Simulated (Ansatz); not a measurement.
# CH8BNO: the cost of one run

All numbers below are computed with Ansatz 0.2.0 (RKS B3LYP/6-31G*).

## 1. The system as given

Bond lengths: C2–H3 1.110 Å, C2–H4 1.110 Å, C2–H5 1.110 Å, B1–H6 1.190 Å, B1–N7 1.550 Å, N7–H8 1.060 Å, N7–H9 1.060 Å, B1–O10 1.710 Å, O10–H11 1.010 Å, C2–H12 1.168 Å, O10–H12 1.161 Å. Angles (14 of 16 angles, heavy atoms first): N7–B1–O10 92.7°, H6–B1–N7 120.0°, H6–B1–O10 105.6°, B1–N7–H8 120.0°, B1–N7–H9 120.0°, B1–O10–H11 109.5°, B1–O10–H12 82.1°, C2–H12–O10 134.8°, H3–C2–H4 109.4°, H3–C2–H5 109.4°, H3–C2–H12 74.3°, H4–C2–H5 109.4°, H4–C2–H12 65.9°, H5–C2–H12 175.1°.

Structure file:

```xyz
12

B     0.0000    0.0000    0.0000
C     0.0000    0.0000    1.9500
H    -0.9996   -0.3092    2.3205
H     0.7676   -0.7111    2.3205
H     0.2320    1.0203    2.3205
H     1.0305    0.0000   -0.5950
N    -1.3423    0.0000   -0.7750
H    -2.0112   -0.8164   -0.6764
H    -1.5914    0.8164   -1.4036
O    -0.2190   -1.6079    0.5392
H    -0.6224   -2.1606   -0.2037
H    -0.1495   -1.0979    1.5797
```

## 2. Pulling towards end A

Springs on the bonds that form and break draw the guess towards this end; the thresholds are loose.

The input, input.yaml:

```yaml
crystal:
  periodic: [false, false, false]
  atoms:
    - { symbol: B, position_ang: [0.0, 0.0, 0.0] }
    - { symbol: C, position_ang: [0.0, 0.0, 1.95] }
    - { symbol: H, position_ang: [-0.9996, -0.3092, 2.3205] }
    - { symbol: H, position_ang: [0.7676, -0.7111, 2.3205] }
    - { symbol: H, position_ang: [0.232, 1.0203, 2.3205] }
    - { symbol: H, position_ang: [1.0305, 0.0, -0.595] }
    - { symbol: "N", position_ang: [-1.3423, 0.0, -0.775] }
    - { symbol: H, position_ang: [-2.0112, -0.8164, -0.6764] }
    - { symbol: H, position_ang: [-1.5914, 0.8164, -1.4036] }
    - { symbol: O, position_ang: [-0.219, -1.6079, 0.5392] }
    - { symbol: H, position_ang: [-0.6224, -2.1606, -0.2037] }
    - { symbol: H, position_ang: [-0.1495, -1.0979, 1.5797] }
basis:
  gaussian: { orbitals: "6-31G*" }
hamiltonian:
  xc: b3lyp
relax:
  f_tol: 0.15
  max_steps: 25
  restrain:
    - { distance: [0, 9], at: 2.61, k: 30.0 }
    - { distance: [11, 1], at: 2.31, k: 30.0 }
    - { distance: [0, 1], at: 1.6, k: 30.0 }
    - { distance: [11, 9], at: 1.01, k: 30.0 }
output:
  orbitals: {}
```

Command:

```
$ ansatz run input.yaml --threads 1 --pin off --max-ram 2048MiB --backend cpu --events-out ev --progress --plain --runs-dir out
```

**Question.** How long does this run take on 1 thread of Arm Neoverse V2, shared host, and how much memory does it need?

About 41 s, with a peak of 0.14 GiB.
